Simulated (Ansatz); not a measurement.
CS2 in Ansatz: the effect of functional

The system is CS2.

```xyz
6
Lattice="3.6458 -2.9943 0.0000 3.6458 2.9943 0.0000 0.0000 0.0000 9.8513" Properties=species:S:1:pos:R:3 pbc="T T T"
S     3.6458    1.9073    8.7368
S     3.6458    1.0871    3.8111
S     3.6458   -1.0871    6.0401
S     3.6458   -1.9073    1.1145
C     3.6458    0.0000    4.9256
C     0.0000    0.0000    0.0000
```

The cell comes from a database or a generator and needn't be the stable form of this composition.

Alike in all runs:

- Program: Ansatz 0.2.0
- Task: band structure
- Potentials or basis: Ansatz PAW
- Cutoff: 420 eV (not typed: the program's choice for these potentials)
- k mesh: 6 × 6 × 3
- Occupations: fermi-dirac, width 0.05 eV
- Spin: no spin polarisation

```csv
functional,gap on the mesh (eV),pressure (GPa),largest force (eV/Å)
LDA,?,?,?
PBE,3.41,0.4,0.26
PBEsol,3.41,-0.1,0.09
```

Task: What does the run with functional LDA give?

Result: gap on the mesh 3.32 eV; pressure -1.1 GPa; largest force 0.22 eV/Å.

Caveats: the PAW data sets come from PBE, with cores solved anew for the run's functional, which leaves a small shift of forces and pressure (some runs).

